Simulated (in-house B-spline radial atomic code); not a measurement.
# Hg⁵⁺: ionisation energy by several methods

One table from this session's results is given with a row withheld; the runs are named, their logs left out.

The numbers are computed with in-house B-spline radial atomic code version 1 (scalar-relativistic (X2C), several functionals, spin-polarised; spherical all-electron atom at the radial basis limit), except any that are marked as measured or tabulated.

## Starting point

| Property | Result |
| --- | --- |
| element | mercury (Z = 80) |
| charge | +5 |
| electrons | 75 |
| configuration | [Xe] 4f14 5d7 |
| nucleus | Fermi, rms radius 5.465 fm |

Outer shells as boxes (Hund's rule):

[Xe] 4f14 5d7
```
[Xe] core
4f [↑↓][↑↓][↑↓][↑↓][↑↓][↑↓][↑↓]
5d [↑↓][↑↓][↑ ][↑ ][↑ ]
```

Where spins are not typed, each open shell is filled with up spins first.

Set-up of the first run:

Settings of the run:

```ini
Z = 80
electrons = 75.0
configuration = [Xe] 4f14 5d7
hamiltonian = x2c
method = m06l
spin_polarised = True
nucleus = fermi
rms_radius = 5.4648
mass_number = 202
atomic_mass = 201.970643604
speed_of_light = 137.035999084
```

Among the steps run: M06-L, a meta-GGA; RPBE, a GGA; PBE, a GGA; revTPSS, a meta-GGA; OLYP, a GGA; exchange-only LDA.

One table of the session follows, with a row left open; its other results are not shown here.

```
           method  ΔSCF (eV)
exchange-only LDA     77.601
             RPBE     79.079
              PBE          ?
             OLYP     79.323
            M06-L     78.320
          revTPSS     79.056
```

**Question.** Estimate the row for PBE.

As computed: ΔSCF (eV): 79.191. In the column «ΔSCF (eV)» it lies between RPBE (79.079) and OLYP (79.323).

Open shells are averaged (over orientations, and over spins where the run is restricted), while tables refer to the lowest levels. For the semilocal functionals minus the highest level recovers only 90 % of their own ΔSCF value, a mark of self-interaction.

Members of this set that are not shown: 1 did not converge; 11 used exact exchange with fractional occupations of an open shell, which is unsound here.

Limits of these values: Meta-GGA runs start from a PBE run whose iterations are not counted.
